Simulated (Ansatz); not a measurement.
# La3Tl: response to strain

La3Tl is deformed so: zz strain of -2 %. What stress and forces result, by LAPW, PAW and all-electron datasets made for the crystal?

Method: DFT LDA, scalar-relativistic, in Ansatz 0.2.0.

**1. The system as given**

The structure is cubic, space group Pm-3m (No. 221). Conventional cell: a = 5.060 Å, b = 5.060 Å, c = 5.060 Å, α = 90.00°, β = 90.00°, γ = 90.00°. Around La (site symmetry 4/mmm) lie 8 La at 3.58 Å and 4 Tl at 3.58 Å. Tl (site symmetry m-3m) has 12 La at 3.58 Å as nearest neighbours.

Structure file:

```
La Tl
1.0
     5.06000    0.00000    0.00000
     0.00000    5.06000    0.00000
     0.00000    0.00000    5.06000
La Tl
3 1
Direct
  0.00000 0.50000 0.50000
  0.50000 0.00000 0.50000
  0.50000 0.50000 0.00000
  0.00000 0.00000 0.00000
```

Atoms are numbered in the order of the input: La1, La2, La3, Tl4.

**2. After the deformation**

Space group Pm-3m before, P4/mmm after.

**3. Full-potential LAPW**

Contents of input.yaml:

```yaml
crystal:
  lattice:
    - [5.06, 0.0, 0.0]
    - [0.0, 5.06, 0.0]
    - [0.0, 0.0, 4.9588]
  atoms:
    - { symbol: La, position: [0.0, 0.5, 0.5] }
    - { symbol: La, position: [0.5, 0.0, 0.5] }
    - { symbol: La, position: [0.5, 0.5, 0.0] }
    - { symbol: Tl, position: [0.0, 0.0, 0.0] }
kpoints:
  mp_grid: { grid: [8, 8, 8] }
  band_path:
    path:
      - [0.0, 0.0, 0.0]
      - [0.0, 0.5, 0.0]
      - [0.5, 0.5, 0.0]
      - [0.0, 0.0, 0.0]
      - [0.0, 0.0, 0.5]
      - [0.0, 0.5, 0.5]
      - [0.5, 0.5, 0.5]
      - [0.0, 0.0, 0.5]
      - [0.0, 0.5, 0.0]
    npoints: 5
scf:
  occupations: { method: fermi_dirac, width: 0.08 }
hamiltonian:
  xc: lda
  pseudopotentials: { kind: all_electron, lapw: { basis_error: 0.0005 } }
output:
  forces: true
  stress: true
  eigenvalues: true
```

On the command line:

```sh
ansatz run input.yaml --threads 1 --pin off --max-ram 4096MiB --backend cpu --events-out ev --progress --plain --runs-dir out
```

**4. PAW on the default files**

Contents of input.yaml:

```yaml
crystal:
  lattice:
    - [5.06, 0.0, 0.0]
    - [0.0, 5.06, 0.0]
    - [0.0, 0.0, 4.9588]
  atoms:
    - { symbol: La, position: [0.0, 0.5, 0.5] }
    - { symbol: La, position: [0.5, 0.0, 0.5] }
    - { symbol: La, position: [0.5, 0.5, 0.0] }
    - { symbol: Tl, position: [0.0, 0.0, 0.0] }
kpoints:
  mp_grid: { grid: [8, 8, 8] }
scf:
  occupations: { method: fermi_dirac, width: 0.08 }
hamiltonian:
  xc: lda
  pseudopotentials: { kind: paw }
output:
  forces: true
  stress: true
  eigenvalues: true
  efg: { contact_densities: true }
```

**5. Datasets made for this crystal**

input.yaml: that of step 4 with these lines changed.

```diff
@@ -16,3 +16,3 @@
   xc: lda
-  pseudopotentials: { kind: paw }
+  pseudopotentials: { kind: all_electron, datasets: crystal }
 output:
```

(Steps that only read results are left out.)

Before running it: what results should come out? Wanted: pressure; largest shear or deviatoric stress.

The runs gave:

| quantity | value |
| --- | --- |
| pressure | LAPW -2.89, PAW -2.93, crystal datasets -2.89 GPa |
| largest shear or deviatoric stress (LAPW) | 0.35 GPa |

**Reading.** The largest part of the stress beyond the pressure is 0.35 GPa in size, in the zz component; the atoms are carried along and not relaxed. No run of the undeformed cell stands beside it, so the pressure holds what the given cell had before the change. PAW: stress within 0.03 GPa of LAPW. Crystal datasets: stress within 0.01 GPa of LAPW. Spin-orbit coupling is left out, though the cell holds Tl; in elements this heavy it can shift bands and gaps by tenths of an eV.
